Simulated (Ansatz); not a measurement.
# The Cu-Pt system: small convex hull in Python

Wanted for the Cu-Pt system: a small convex hull.

Computed with Ansatz 0.2.0, driven from Python. Level of theory: DFT mr2scan, plane waves, PAW.

## 1. The structure

CuPt R-3m: It takes space group R-3m (No. 166, trigonal). The conventional cell has a = 2.725 Å, b = 2.725 Å, c = 12.733 Å, α = 90.00°, β = 90.00°, γ = 120.00°. Around Cu (site symmetry -3m) lie 6 Pt at 2.64 Å and 6 Cu at 2.72 Å. Around Pt (site symmetry -3m) lie 6 Cu at 2.64 Å and 6 Pt at 2.72 Å.

CuPt7 Fm-3m: It takes space group Fm-3m (No. 225, cubic). The conventional cell has a = 7.789 Å, b = 7.789 Å, c = 7.789 Å, α = 90.00°, β = 90.00°, γ = 90.00°. Cu (site symmetry m-3m) has 12 Pt at 2.75 Å as nearest neighbours. Pt (site symmetry m-3m) is surrounded by 12 Pt at 2.75 Å. Pt (site symmetry mmm) has 2 Cu at 2.75 Å and 10 Pt at 2.75 Å as nearest neighbours.

Cu Fm-3m: It takes space group Fm-3m (No. 225, cubic). The conventional cell has a = 3.615 Å, b = 3.615 Å, c = 3.615 Å, α = 90.00°, β = 90.00°, γ = 90.00°. Around Cu (site symmetry m-3m) lie 12 Cu at 2.56 Å.

Pt Fm-3m: Symmetry: Fm-3m, No. 225, cubic system. Conventional cell: a = 3.922 Å, b = 3.922 Å, c = 3.922 Å, α = 90.00°, β = 90.00°, γ = 90.00°. Pt (site symmetry m-3m) is surrounded by 12 Pt at 2.77 Å.

No structure file is read: the coordinates are typed or built in the script.

## 2. The script

File cupt.py:

```python
'''Convex hull of a few Cu-Pt phases, after relaxing atoms and volume at fixed cell shape.'''

from collections import Counter
import logging
import sys
import warnings

import ansatz as az
import matplotlib.pyplot as plt
from pymatgen.analysis.phase_diagram import PDEntry, PhaseDiagram
from pymatgen.core import Composition

logging.basicConfig(stream=sys.stdout, format='%(name)s: %(message)s')
logger = logging.getLogger('run')
logger.setLevel(logging.INFO)

PHASES = {
    'CuPt R-3m': (
        [(1.36229697, 0.78652252, 4.24445499), (-1.36229697, 0.78652252, 4.24445499), (0.0, -1.57304505, 4.24445499)],
        [
            ('Cu', (0.0, 0.0, 0.0)),
            ('Pt', (0.5, 0.5, 0.5)),
        ],
    ),
    'CuPt7 Fm-3m': (
        [(0.0, 3.89455, 3.89455), (3.89455, 0.0, 3.89455), (3.89455, 3.89455, 0.0)],
        [
            ('Cu', (0.0, 0.0, 0.0)),
            ('Pt', (0.5, 0.5, 0.5)),
            ('Pt', (0.5, 0.0, 0.0)),
            ('Pt', (0.5, 0.0, 0.5)),
            ('Pt', (0.0, 0.5, 0.5)),
            ('Pt', (0.0, 0.5, 0.0)),
            ('Pt', (0.5, 0.5, 0.0)),
            ('Pt', (0.0, 0.0, 0.5)),
        ],
    ),
    'Cu': (
        [(0.0, 1.8075, 1.8075), (1.8075, 0.0, 1.8075), (1.8075, 1.8075, 0.0)],
        [
            ('Cu', (0.0, 0.0, 0.0)),
        ],
    ),
    'Pt': (
        [(0.0, 1.9609, 1.9609), (1.9609, 0.0, 1.9609), (1.9609, 1.9609, 0.0)],
        [
            ('Pt', (0.0, 0.0, 0.0)),
        ],
    ),
}


def build(vectors, sites):
    crystal = az.Crystal(lattice=az.Lattice.of(vectors))
    for symbol, position in sites:
        crystal = crystal.atom(symbol, position)
    return crystal


def solve(name, crystal):
    calc = (
        crystal.calculation()
        .functional('mr2scan')
        .basis(37 * az.Ry, density_ratio=8)
        .accuracy('medium')  # preset for grids and thresholds
        .scf(tolerance=1e-06, max_iterations=150)
        .kpoints(spacing=0.3)
        .occupations('fermi_dirac', width=0.05)  # fractional filling near the Fermi level
    )
    calc = calc.relax(force_tolerance=0.01, max_steps=40, fix_cell=['shape'])
    return calc.run(threads=1)


def counts(outcome):
    return Counter(site.symbol for site in outcome.lattice.sites)

warnings.simplefilter('ignore', az.DeckWarning)

phases = {name: build(*cell) for name, cell in PHASES.items()}

done = {name: solve(name, crystal) for name, crystal in phases.items()}

entries = [PDEntry(Composition(dict(counts(o))), o.report['energy_sigma0_ev'], name=name) for name, o in done.items()]
diagram = PhaseDiagram(entries)
rows = [(e.name, e.composition.get_atomic_fraction('Pt'), diagram.get_form_energy_per_atom(e), diagram.get_e_above_hull(e)) for e in entries]
rows.sort(key=lambda row: row[1])
logger.info('| phase | x(Pt) | E_form (eV/atom) | above hull (eV/atom) |')
logger.info('| --- | --- | --- | --- |')
for row in rows:
    logger.info(f'| {row[0]} | {row[1]:.3f} | {row[2]:.4f} | {row[3]:.4f} |')
print('on the hull of these phases:', ', '.join(row[0] for row in rows if row[3] < 1e-6))
stable = [row for row in rows if row[3] < 1e-6]
plt.figure(figsize=(4.5, 3.2))
plt.plot([row[1] for row in stable], [row[2] for row in stable], 'k-o')
plt.plot([row[1] for row in rows], [row[2] for row in rows], 'r.')
plt.xlabel('fraction of Pt')
plt.ylabel('formation energy (eV/atom)')
plt.tight_layout()
plt.savefig('hull.png', dpi=100)
```

## 3. What the engine is handed

The package turns the script's settings into the engine's input (first run):

```yaml
crystal:
  lattice:
    - [1.36229697, 0.78652252, 4.24445499]
    - [-1.36229697, 0.78652252, 4.24445499]
    - [0.0, -1.57304505, 4.24445499]
  atoms:
    - { symbol: Cu, position: [0.0, 0.0, 0.0] }
    - { symbol: Pt, position: [0.5, 0.5, 0.5] }
accuracy: medium
basis:
  ecutwfc: 503.410645550778
  ecutrho_ratio: 8
kpoints:
  mp_grid:
    kspacing: 0.3
hamiltonian:
  xc: mr2scan
scf:
  max_iter: 150
  convergence:
    dr2_threshold: 1.0e-06
  occupations:
    method: fermi_dirac
    width: 0.05
relax:
  f_tol: 0.01
  max_steps: 40
  cell:
    fix: [shape]
```

## 4. Running it

Launch:

```
> python cupt.py
```

Output:

```text
run: | phase | x(Pt) | E_form (eV/atom) | above hull (eV/atom) |
run: | --- | --- | --- | --- |
run: | Cu | 0.000 | 0.0000 | 0.0000 |
run: | CuPt R-3m | 0.500 | -0.1802 | 0.0000 |
run: | CuPt7 Fm-3m | 0.875 | -0.0801 | 0.0000 |
run: | Pt | 1.000 | 0.0000 | 0.0000 |
on the hull of these phases: Cu, CuPt R-3m, CuPt7 Fm-3m, Pt
```

Run time: 1.8 min. Hardware: 1 thread of Arm Neoverse V2, shared host; peak memory 1.7 GiB.

## 5. Run by run

From the records of these 4 runs:

| run | system | space group at the end | energy (eV/atom) | from the elements (meV/atom) | final volume (Å³/atom) | pressure (GPa) | SCF cycles in all | CPU time (s) |
| --- | --- | --- | --- | --- | --- | --- | --- | --- |
| 1 | CuPt (2 atoms) | R-3m | -9584.1876 | -180.2 | 13.62 | 0.00 | 18 | 27 |
| 2 | CuPt7 (8 atoms) | Fm-3m | -11798.6598 | -80.1 | 14.89 | 0.00 | 29 | 65 |
| 3 | Cu (1 atom) | Fm-3m | -6631.2443 | 0.0 | 11.42 | -0.02 | 26 | 6.1 |
| 4 | Pt (1 atom) | Fm-3m | -12536.7704 | 0.0 | 15.30 | 0.00 | 25 | 7 |

Energies are extrapolated to zero smearing width, as in the script. Totals carry meaning only in balanced differences at one level of theory.

## 6. The relaxation of run 1, step by step

Relaxation path:

```csv
step,energy from step 1 (eV/cell),largest force component (eV/Å),pressure (GPa),volume (Å³)
1,0.0000,0.0000,-0.43,27.29
2,-0.0001,0.0000,0.17,27.21
3,-0.0001,0.0000,0.00,27.23
4,-0.0001,0.0000,0.00,27.23
```

Step 1 is the start. Step 4 repeats the geometry before it on a plane-wave basis chosen anew for that cell, so its energy need not be comparable with the rows above.

Lengths and angles in the start's conventional setting:

|  | before | after | change |
| --- | --- | --- | --- |
| a (Å) | 2.725 | 2.723 | -0.1 % |
| b (Å) | 2.725 | 2.723 | -0.1 % |
| c (Å) | 12.733 | 12.725 | -0.1 % |
| volume (Å³/atom) | 13.64 | 13.62 | -0.2 % |
| shortest distance (Å) | 2.642 | 2.640 | -0.1 % |
| space group (0.01 Å) | R-3m | R-3m | same |

Forces and stress were held to the start's 12 operations: a distortion of lower symmetry was not tested.

## 7. How the relaxation of run 3 went

Relaxation path:

| step | energy from step 1 (eV/cell) | largest force component (eV/Å) | pressure (GPa) | volume (Å³) |
| --- | --- | --- | --- | --- |
| 1 | 0.0000 | 0.0000 | -5.07 | 11.81 |
| 2 | -0.0050 | 0.0000 | -2.53 | 11.61 |
| 3 | -0.0065 | 0.0000 | 0.18 | 11.41 |
| 4 | -0.0065 | 0.0000 | 0.00 | 11.42 |
| 5 | -0.0064 | 0.0000 | -0.02 | 11.42 |

Step 1 is the start. Step 5 repeats the geometry before it on a plane-wave basis chosen anew for that cell, so its energy need not be comparable with the rows above.

Lengths and angles in the start's conventional setting:

|  | before | after | change |
| --- | --- | --- | --- |
| a (Å) | 3.615 | 3.575 | -1.1 % |
| b (Å) | 3.615 | 3.575 | -1.1 % |
| c (Å) | 3.615 | 3.575 | -1.1 % |
| volume (Å³/atom) | 11.81 | 11.42 | -3.3 % |
| shortest distance (Å) | 2.556 | 2.528 | -1.1 % |
| space group (0.01 Å) | Fm-3m | Fm-3m | same |

The run keeps the 48 symmetry operations of the start, so it could not have lowered the symmetry.

## 8. What came out

| quantity | value |
| --- | --- |
| on the hull of these phases | Cu, CuPt R-3m, CuPt7 Fm-3m, Pt |
| runs compared | 4 |
| energy of CuPt (run 1) from the elements | -180 meV/atom |
| energy of CuPt7 (run 2) from the elements | -80 meV/atom |

In words: Among these few phases the hull runs through Cu, CuPt R-3m, CuPt7 Fm-3m, Pt; other phases, not tried, may lie lower. CuPt lies 180 meV/atom below its elements, the most of the cells tried. In CPU time, run 2 (CuPt7 (8 atoms)) cost about 11 times as much as run 3 (Cu (1 atom)). In run 1, over 2 moves the cell shrank by 0.2 % in volume, and the space group stayed R-3m. In run 3, the volume shrank by 3.3 % over 3 moves, and the space group stayed Fm-3m. Reading the output:
- For the metals among these cells the mesh is coarse, so their volumes and pressures are rough.
- The program warned that this SCF threshold is loose for forces or stresses.
- Atoms and volume are relaxed with the cell's shape held, which in cells of lower than cubic symmetry can hide stresses and shift volumes.
- Spin-orbit coupling, which matters for elements this heavy, is left out.
- Differences under about 40 meV an atom lie within the error of mesh and functional, so such verdicts may flip; only the cells listed enter the hull.
- The script silences the warnings on its input, which a real study should read. Whether this is the phase that is stable at ambient conditions was not tested.
